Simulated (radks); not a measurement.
# Cu⁴⁺ in [Ne] 3s2 3p5 3d7 4d1: an all-electron calculation

Wanted: eigenvalues, radial structure and energy terms of the copper ion Cu4+.

The numbers are computed with radks (a radial shooting solver on a logarithmic mesh, Libxc functionals) version 1 (non-relativistic Kohn-Sham, LDA (Slater exchange, Perdew-Wang correlation), spin-polarised, spherical densities, point nucleus; open shells are filled with parallel spins first), except any that are marked as measured or tabulated.

## (1) The atom as given

```
element       : copper (Z = 29)
charge        : +4
electrons     : 25
configuration : [Ne] 3s2 3p5 3d7 4d1
```

The outer shells:

Cu⁴⁺
```
[Ne] core
3s [↑↓]
3p [↑↓][↑↓][↑ ]
3d [↑↓][↑↓][↑ ][↑ ][↑ ]
4d [↑ ][  ][  ][  ][  ]
```

## (2) Self-consistent calculation

Input:

```text
Z 29
configuration [Ne] 3s2 3p5 3d7 4d1
relativity non-relativistic
functional lda,pw
spin polarised
nucleus point
```

The run is started by

```sh
$ python run_ks.py task.json out
```

All runs below come from this command, one after another.

What does the calculation give?

As calculated:

| quantity | value |
| --- | --- |
| total energy | -1628.81275 hartree |
| exchange-correlation share of it | 3.78 % |
| −T/E | 0.9990 |
| highest occupied level | 4d up, -29.457 eV |
| most extended occupied level | 4d up, <r> = 2.55 bohr |
| radius at density 0.001 e/bohr³ | 3.68 bohr |
| maxima of the radial density | 3 |

**Reading.** 4 principal shells are occupied and 3 maxima appear in the radial density; where shells overlap, one shows as a shoulder or not at all. −T/E = 0.9990, near the virial value of 1. This is not the tabulated ground configuration, so its levels and sizes aren't those of the ground state, and no measured value stands beside it.
